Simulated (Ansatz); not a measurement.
# AlGa3P4: the cost of one run

Method: DFT PBE, scalar-relativistic, plane waves, PAW, in Ansatz 0.2.0.

1 further run of the same task is left out (it didn't finish). Runs told in other sessions of the task aren't counted.

### 1 The structure to begin with

Symmetry: P-43m, No. 215, cubic system. The conventional cell has a = 5.507 Å, b = 5.507 Å, c = 5.507 Å, α = 90.00°, β = 90.00°, γ = 90.00°. Al (site symmetry -43m) has 4 P at 2.38 Å in its first shell of neighbours. Ga (site symmetry -42m) is surrounded by 4 P at 2.39 Å. Around P (site symmetry 3m) lie 1 Al at 2.38 Å and 3 Ga at 2.39 Å.

Coordinates:

```cif
data_structure
_symmetry_space_group_name_H-M 'P-43m'
_symmetry_Int_Tables_number 215
_cell_length_a 5.5072
_cell_length_b 5.5072
_cell_length_c 5.5072
_cell_angle_alpha 90.000
_cell_angle_beta 90.000
_cell_angle_gamma 90.000
_cell_volume 167.03
loop_
_atom_site_label
_atom_site_type_symbol
_atom_site_symmetry_multiplicity
_atom_site_Wyckoff_symbol
_atom_site_fract_x
_atom_site_fract_y
_atom_site_fract_z
_atom_site_occupancy
Al1 Al 1 a 0.00000 0.00000 0.00000 1
Ga1 Ga 3 c 0.50000 0.00000 0.50000 1
P1 P 4 e 0.75050 0.24950 0.24950 1
```

The cell was relaxed beforehand at this level, from a generated guess; it is a trial structure. At a tolerance of 0.02 Å it has space group P-43m (No. 215); it has 20.88 Å³/atom, an uncorrected energy of -0.48 eV/atom over the elements.

### 2 Static run: bands, density of states and charges

input.yaml reads:

```yaml
crystal:
  lattice:
    - [5.5071725, 0.0, 0.0]
    - [0.0, 5.5071725, 0.0]
    - [0.0, 0.0, 5.5071725]
  atoms:
    - { symbol: Al, position: [0.0, 0.0, 0.0] }
    - { symbol: Ga, position: [0.5, 0.0, 0.5] }
    - { symbol: Ga, position: [0.5, 0.5, 0.0] }
    - { symbol: Ga, position: [0.0, 0.5, 0.5] }
    - { symbol: P, position: [0.750505, 0.249495, 0.249495] }
    - { symbol: P, position: [0.750505, 0.750505, 0.750505] }
    - { symbol: P, position: [0.249495, 0.249495, 0.750505] }
    - { symbol: P, position: [0.249495, 0.750505, 0.249495] }
basis:
  ecutwfc: 420
kpoints:
  mp_grid: { grid: [6, 6, 6] }
  band_path:
    path:
      - [[0.0, 0.0, 0.0], [0.0, 0.5, 0.0], [0.5, 0.5, 0.0], [0.0, 0.0, 0.0], [0.5, 0.5, 0.5], [0.0, 0.5, 0.0]]
      - [[0.5, 0.5, 0.5], [0.5, 0.5, 0.0]]
    npoints: 14
hamiltonian:
  xc: pbe
scf:
  occupations: { method: gaussian, width: 0.02 }
  n_extra_bands: 20
output:
  forces: true
  stress: true
  eigenvalues: true
  populations: true
  dos: { projected: true, de: 0.02, nscf_kmesh: { grid: [9, 9, 9] } }
  bader: true
  write_density: true
  write_potential: true
  elf: true
  volumetric_format: npy
```

Launch:

```
ansatz run input.yaml --threads 4 --pin off --max-ram 8192MiB --backend cpu --events-out ev --progress --plain --runs-dir out
```

**Question.** How long does this run take on 4 threads of Arm Neoverse V2, shared host, and how much memory does it need?

About 43 s, with a peak of 0.76 GiB.
